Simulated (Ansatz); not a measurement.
# ZnHCl + CH₄: a complex and its separated parts

Aim: how far the complex at one end of a reaction step lies below its separated, relaxed parts, level by level.

The runs use Ansatz 0.2.0, Gaussian basis; PBE0-D4/def2-TZVP structures, single points in def2-TZVPP, no counterpoise correction.

Levels: SPW92, PBE-D4, BLYP-D4, r2SCAN-D4, B97M-V, PBE0-D4, B3LYP-D4, r2SCAN0-D4, BHLYP-D4, CAM-B3LYP-D4, wB97X-V, wB97M-V, B2PLYP, PBE-QIDH, RPA on PBE, Hartree-Fock, MP2, CCSD, CCSD(T).

Cores are frozen in the correlated methods. The 3s and 3p shells of Cu and Zn are frozen; filled d shells are correlated. B3LYP uses VWN-RPA correlation. B2PLYP carries no dispersion term here.

94 further runs of the same task are left out: 94 set aside as unsound or not needed.

### 1 The starting structure

The complex: 8 atoms, charge 0, spin multiplicity 1.

Atoms are counted from 1 here; the program's logs count them from 0.

Bond lengths: Zn1–Cl3 2.105 Å, Zn1–H5 1.521 Å, C2–H4 1.091 Å, C2–H6 1.090 Å, C2–H7 1.090 Å, C2–H8 1.090 Å. Angles: Cl3–Zn1–H5 177.7°, H4–C2–H6 110.2°, H4–C2–H7 108.8°, H4–C2–H8 110.2°, H6–C2–H7 109.2°, H6–C2–H8 109.3°, H7–C2–H8 109.2°.

Coordinates:

```
Zn   -1.7321    0.7505   -0.8938
C     1.0269   -0.3773    0.6283
Cl   -1.3980   -0.5982   -2.4752
H     0.4965    0.4125    1.1624
H    -2.0232    1.7444    0.2200
H     1.3478   -0.0197   -0.3502
H     1.9028   -0.6672    1.2083
H     0.3794   -1.2450    0.5001
```

Its parts: ZnHCl holds atoms 1, 3, 5; CH₄ holds atoms 2, 4, 6, 7, 8. Each part counts its atoms afresh in its own runs.

### 2 Relaxing ZnHCl alone

relax-a/in.yaml

```yaml
crystal:
  periodic: [false, false, false]
  atoms:
    - {symbol: Zn, position_ang: [-1.732072, 0.750469, -0.893764]}
    - {symbol: Cl, position_ang: [-1.398036, -0.598242, -2.475159]}
    - {symbol: H, position_ang: [-2.023206, 1.744382, 0.220013]}
basis:
  gaussian: {orbitals: def2-TZVP}
hamiltonian: {xc: pbe0, dispersion: d4}
relax: {f_tol: 0.005, max_steps: 200}
```

On the command line:

```console
$ ansatz run in.yaml --threads 4 --pin off --events-out ev --progress --plain --max-ram 9574MiB
```

After this run come: Relaxing CH₄ alone; SPW92/def2-TZVPP; PBE-D4/def2-TZVPP; BLYP-D4/def2-TZVPP; r2SCAN-D4/def2-TZVPP; B97M-V/def2-TZVPP; PBE0-D4/def2-TZVPP; B3LYP-D4/def2-TZVPP; r2SCAN0-D4/def2-TZVPP; BHLYP-D4/def2-TZVPP; CAM-B3LYP-D4/def2-TZVPP; wB97X-V/def2-TZVPP; wB97M-V/def2-TZVPP; B2PLYP/def2-TZVPP; PBE-QIDH/def2-TZVPP; RPA on PBE/def2-TZVPP; CCSD(T)/def2-TZVPP; Vibrations of ZnHCl; Vibrations of CH₄.

**Question.** What will these runs give? Wanted: complex less parts, CCSD(T)/def2-TZVPP; with zero-point energy; largest T1 diagnostic.

**Answer**, as computed:

```
                              quantity           value
complex less parts, CCSD(T)/def2-TZVPP  -1.24 kcal/mol
                with zero-point energy  -0.84 kcal/mol
                 largest T1 diagnostic           0.014
```

At CCSD(T) the complex lies 1.24 kcal/mol below its parts. The functionals run from BLYP-D4, off by -0.05 kcal/mol, to SPW92, off by -1.42 kcal/mol, against CCSD(T). Mean unsigned error by rung: LDA 1.42, GGA 0.26, meta-GGA 0.37, hybrid 0.31, range-separated hybrid 0.20, double hybrid 0.62 kcal/mol. PBE-D4 gives a relative energy 0.46 kcal/mol too low, an error of 37 % of the reference. The complex's frequency run has imaginary modes: the structure is no minimum, so both the energy and the zero-point correction are in doubt. No counterpoise was applied, and triple zeta lacks some correlation, so the CCSD(T) reference has a basis error of its own, and close matches with it are partly luck.
